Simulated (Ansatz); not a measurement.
# GeP2H (quartet): from Hartree-Fock to the top rungs at a displaced geometry (v2), cc-pVDZ

The task here is to estimate one member of a computed series from the others.

Program: Ansatz 0.2.0, Gaussian basis. Level of theory: cc-pVDZ, core rule «outside noble gas», up to 24 orbitals frozen. These are calculated values, not measurements.

Plan: UHF; CCSD(T) on ROHF; CCSD(T) on UHF; BCCD(T) on ROHF; CISD; CCSDT(Q) on ROHF; CCSDT(Q) on UHF.

25 further runs of the same task are left out: 12 that didn't finish, 13 set aside as unsound or not needed.

### The system

The geometry is a PBE0/def2-TZVP stationary point (not a proven minimum) with its atoms shifted at random (size 0.100 Å). No spin-orbit coupling is included. The filled d shell of Ge may be among the frozen orbitals whatever the setting's name suggests; the logs give the count.

4 atoms, charge 0, spin multiplicity 4.

Atoms are counted from 1 here; the program's logs count them from 0.

Bond lengths: P1–Ge2 2.190 Å, P1–H4 1.384 Å, Ge2–P3 2.315 Å. Angles: Ge2–P1–H4 99.3°, P1–Ge2–P3 108.8°.

Set-up of the first run:

The input, in.yaml:

```yaml
crystal:
  periodic: [false, false, false]
  atoms:
    - {symbol: P, position_ang: [0.108523, -0.742990, 1.751889]}
    - {symbol: Ge, position_ang: [-0.056351, 0.598252, 0.028533]}
    - {symbol: P, position_ang: [0.020269, -0.666412, -1.908899]}
    - {symbol: H, position_ang: [0.103378, 0.195901, 2.768561]}
basis:
  gaussian: {orbitals: cc-pVDZ}
magnetization: {spin_polarized: true, initial_magnetization: 3}
hamiltonian: {xc: hf}
output: {orbitals: {seedname: orbitals}}
```

Launch:

```sh
ansatz run in.yaml --threads 1 --pin off --events-out ev --progress --plain --max-ram 2393MiB
```

Steps of the session up to this table: UHF; CCSD(T) on ROHF; CCSD(T) on UHF; BCCD(T) on ROHF; CISD; CCSDT(Q) on ROHF; CCSDT(Q) on UHF.

One of the session's tables, all rows but one given; the rest of the session is left out.

| method | from RCCSDT(Q) (kcal/mol) |
| --- | --- |
| ROHF | ? |
| UHF | +199.98 |
| RMP2 | +39.41 |
| UMP2 | +46.65 |
| CISD | +38.31 |
| RCCSD | +12.46 |
| UCCSD | +12.00 |
| RCCSD(T) | +2.45 |
| UCCSD(T) | +2.95 |
| BCCD(T) | +2.47 |
| RCCSDT | +1.00 |
| UCCSDT | +0.92 |
| RCCSDT(Q) | 0 |
| UCCSDT(Q) | -0.18 |

Estimate the missing values for ROHF.

**Answer.** from RCCSDT(Q) (kcal/mol): +211.96. In the column «from RCCSDT(Q) (kcal/mol)» it is the highest.

Caveats from the session: Warnings: spin contamination; large T1 diagnostic. Restricted and unrestricted rows rest on different reference determinants; where their highest levels disagree by more than a few hundredths of an eV, they describe different states and don't form one ladder.
